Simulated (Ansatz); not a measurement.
the Al-Ag system, a small convex hull

With Ansatz 0.2.0, Python API.

Typed at the interpreter:
```pycon
>>> from collections import Counter
>>> import warnings
>>> import ansatz as az
>>> from ase import Atoms
>>> import numpy as np
>>> from scipy.spatial import ConvexHull
>>> SETTINGS = {
...     "xc": "pbesol",
...     "beta": 0.1,
...     "scf_tol": 1e-07,
...     "max_scf": 80,
...     "cutoff_ev": 500,
...     "k_spacing": 0.3,
...     "smearing": "fermi_dirac",
...     "sigma": 0.05,
... }
>>> def run_phase(name, crystal):
...     calc = (
...         crystal.calculation()
...         .functional(SETTINGS["xc"])
...         .accuracy("low")
...         .mixing("msr1", beta=SETTINGS["beta"])
...         .scf(tolerance=SETTINGS["scf_tol"], max_iterations=SETTINGS["max_scf"])
...         .basis(SETTINGS["cutoff_ev"])
...         .kpoints(spacing=SETTINGS["k_spacing"])
...         .occupations(SETTINGS["smearing"], width=SETTINGS["sigma"])
...     )
...     calc = calc.relax(force_tolerance=0.02, max_steps=40, cell=True)
...     return calc.run(threads=1, pin="off")
...
>>> def counts(outcome):
...     return Counter(site.symbol for site in outcome.lattice.sites)
...
>>> def formation_energy(outcome, mu):
...     n = counts(outcome)
...     return (outcome.report["energy_sigma0_ev"] - sum(k * mu[element] for element, k in n.items())) / sum(n.values())
...
>>> warnings.simplefilter("ignore")
>>> phases = {}
>>> al3ag_pm_3m = (
...     az.Lattice.from_parameters(4.081513, 4.081513, 4.081513, alpha=90.0, beta=90.0, gamma=90.0)
...     .atom("Al", (0.0, 0.5, 0.5))
...     .atom("Al", (0.5, 0.0, 0.5))
...     .atom("Al", (0.5, 0.5, 0.0))
...     .atom("Ag", (0.0, 0.0, 0.0))
... )
>>> phases["Al3Ag Pm-3m"] = al3ag_pm_3m
>>> alag_p_6m2 = (
...     az.Lattice.from_parameters(2.926387, 2.926387, 4.427604, alpha=90.0, beta=90.0, gamma=120.0)
...     .atom("Al", (0.0, 0.0, 0.5))
...     .atom("Ag", (2 / 3, 1 / 3, 0.0))
... )
>>> phases["AlAg P-6m2"] = alag_p_6m2
>>> al = (
...     az.Lattice.fcc(4.04961)
...     .space_group(225)
...     .atom("Al", (0.0, 0.0, 0.0))
...     .primitive()
... )
>>> phases["Al"] = al
>>> atoms = Atoms(
...     ["Ag"],
...     scaled_positions=[
...         (0.0, 0.0, 0.0),
...     ],
...     cell=[
...         (0.0, 2.04275, 2.04275),
...         (2.04275, 0.0, 2.04275),
...         (2.04275, 2.04275, 0.0),
...     ],
...     pbc=True,
... )
>>> ag = az.Crystal.from_ase(atoms)
>>> phases["Ag"] = ag
>>> done = {}
>>> for name, crystal in phases.items():
...     done[name] = run_phase(name, crystal)
...     print(f"{name}: {done[name].report['energy_sigma0_ev']:.4f} eV, {len(done[name].lattice.sites)} atoms")
...
Al3Ag Pm-3m: -9095.7536 eV, 4 atoms
AlAg P-6m2: -8046.9642 eV, 2 atoms
Al: -524.5176 eV, 1 atoms
Ag: -7522.2683 eV, 1 atoms
>>> # energy of one atom in its reference phase
>>> references = {"Al": "Al", "Ag": "Ag"}
>>> mu = {element: done[name].report["energy_sigma0_ev"] / len(done[name].lattice.sites) for element, name in references.items()}
>>> points = sorted((counts(o)["Ag"] / len(o.lattice.sites), formation_energy(o, mu), name) for name, o in done.items())
>>> xy = np.array([(x, e) for x, e, _ in points] + [(0.5, 10.0)])
>>> hull = sorted(tuple(xy[i]) for i in ConvexHull(xy).vertices if xy[i, 1] < 5)
>>> rows = [(name, x, e, e - np.interp(x, *zip(*hull))) for x, e, name in points]
>>> print("| phase | x(Ag) | E_form (eV/atom) | above hull (eV/atom) |")
| phase | x(Ag) | E_form (eV/atom) | above hull (eV/atom) |
>>> print("| --- | --- | --- | --- |")
| --- | --- | --- | --- |
>>> for row in rows:
...     print(f"| {row[0]} | {row[1]:.3f} | {row[2]:.4f} | {row[3]:.4f} |")
...
| Al | 0.000 | 0.0000 | 0.0000 |
| Al3Ag Pm-3m | 0.250 | 0.0169 | 0.0615 |
| AlAg P-6m2 | 0.500 | -0.0892 | 0.0000 |
| Ag | 1.000 | 0.0000 | 0.0000 |
>>> print("on the hull of these phases:", ", ".join(row[0] for row in rows if row[3] < 1e-6))
on the hull of these phases: Al, AlAg P-6m2, Ag
```

The settings weren't tested for convergence. For the metals among these phases the mesh is modest: differences between phases can be off by up to 40 meV an atom. The program warned that this SCF threshold is loose for forces or stresses. The cells come from databases of deposited and of computed structures, and not all need be stable phases. Differences under about 40 meV an atom lie within the error of mesh and functional, so such verdicts may flip; only the cells listed enter the hull. The script silences warnings, which a real study should read. The whole script took 24 s on 1 thread of Arm Neoverse V1 (shared host), peak memory 0.44 GiB.
